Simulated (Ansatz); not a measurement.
# InP2: the cost of one run

Program: Ansatz 0.2.0. Level of theory: DFT PBE, scalar-relativistic, plane waves, PAW. These are calculated values, not measurements.

## (1) Starting point

The structure is trigonal, space group R-3m (No. 166). Conventional cell: a = 3.744 Å, b = 3.744 Å, c = 14.404 Å, α = 90.00°, β = 90.00°, γ = 120.00°. In (site symmetry -3m) is surrounded by 6 P at 2.47 Å. P (site symmetry 3m) has 1 P at 2.42 Å and 3 In at 2.47 Å as nearest neighbours.

As a file:

```cif
data_structure
_symmetry_space_group_name_H-M 'R-3m:H'
_symmetry_Int_Tables_number 166
_cell_length_a 3.7444
_cell_length_b 3.7444
_cell_length_c 14.4041
_cell_angle_alpha 90.000
_cell_angle_beta 90.000
_cell_angle_gamma 120.000
_cell_volume 174.90
loop_
_atom_site_label
_atom_site_type_symbol
_atom_site_symmetry_multiplicity
_atom_site_Wyckoff_symbol
_atom_site_fract_x
_atom_site_fract_y
_atom_site_fract_z
_atom_site_occupancy
In1 In 3 a 0.00000 0.00000 0.00000 1
P1 P 6 c 0.33333 0.66667 0.08273 1
```

Recipe of the guess: 4-, 6-connected net, elements by coordination (R-3m, No. 166). Lengths come from tabulated atomic sizes and are only a guess.

## (2) The guess as it stands, on a coarse mesh

File input.yaml:

```yaml
crystal:
  lattice:
    - [1.87219442, 1.08091195, 4.80136488]
    - [-1.87219442, 1.08091195, 4.80136488]
    - [0.0, -2.1618239, 4.80136488]
  atoms:
    - { symbol: In, position: [0.0, 0.0, 0.0] }
    - { symbol: P, position: [0.41606411, 0.41606411, 0.41606411] }
    - { symbol: P, position: [0.58393589, 0.58393589, 0.58393589] }
basis:
  ecutwfc: 420
kpoints:
  mp_grid: { grid: [6, 6, 6] }
hamiltonian:
  xc: pbe
scf:
  occupations: { method: gaussian, width: 0.1 }
  lower_state_search: "off"
output:
  forces: true
  stress: true
  eigenvalues: true
```

Command:

```
> ansatz run input.yaml --threads 1 --pin off --max-ram 2560MiB --backend cpu --events-out ev --progress --plain --runs-dir out
```

**Question.** How long does this run take on 1 thread of Intel Xeon at 2.50GHz (Skylake/Cascade Lake), shared host, and how much memory does it need?

About 5.7 s, with a peak of 0.36 GiB.
